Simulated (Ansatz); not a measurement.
Crystal: CaNi2.

```
Ni Ca
1.0
     0.00000    3.56266    3.56266
     3.56266    0.00000    3.56266
     3.56266    3.56266    0.00000
Ni Ca
4 2
Direct
  0.12500 0.12500 0.62500
  0.12500 0.62500 0.12500
  0.62500 0.12500 0.12500
  0.12500 0.12500 0.12500
  0.75000 0.75000 0.75000
  0.50000 0.50000 0.50000
```

The cell is a database's computed one.

```yaml
Program: Ansatz 0.2.0
Task: relaxation of cell and atoms
Functional: revPBE
Potentials_or_basis: Ansatz PAW
Cutoff: "420 eV (not typed: the program's choice for these potentials)"
k_mesh: 7 × 7 × 7
Occupations: fermi-dirac, width 0.05 eV
Spin: collinear spin, ferromagnetic start
Starting_moments: "[1.0, 1.0, 1.0, 1.0, 0.0, 0.0] μB"
```

At the start: volume 15.07 Å³/atom.

**Question.** How do energy, volume and symmetry change on relaxing?

**Answer.** It ends after 5 steps and the volume is 16.00 Å³/atom (+6.1 %); space group Fd-3m (No. 227, to 0.05 Å); moment 0.00 μB per cell.

Step by step:
```tsv
step	energy change (eV)	largest force (eV/Å)	volume (Å³)
1	0.0000	0.0000	90.44
2	-0.0894	0.0000	94.91
3	-0.0924	0.0000	95.89
4	-0.0924	0.0000	95.98
5	-0.0932	0.0000	95.98
```

Final structure:
```
CELL_PARAMETERS angstrom
0.00000 3.63404 3.63404
3.63404 0.00000 3.63404
3.63404 3.63404 0.00000
ATOMIC_POSITIONS crystal
Ni 0.12500 0.12500 0.62500
Ni 0.12500 0.62500 0.12500
Ni 0.62500 0.12500 0.12500
Ni 0.12500 0.12500 0.12500
Ca 0.75000 0.75000 0.75000
Ca 0.50000 0.50000 0.50000
```

Caveat: the plane-wave basis is chosen anew once the cell has moved, so the energies of steps on either side of that aren't comparable; the PAW data sets come from PBE, with cores solved anew for the run's functional, which leaves a small shift of forces and pressure; the starting moments weren't kept.
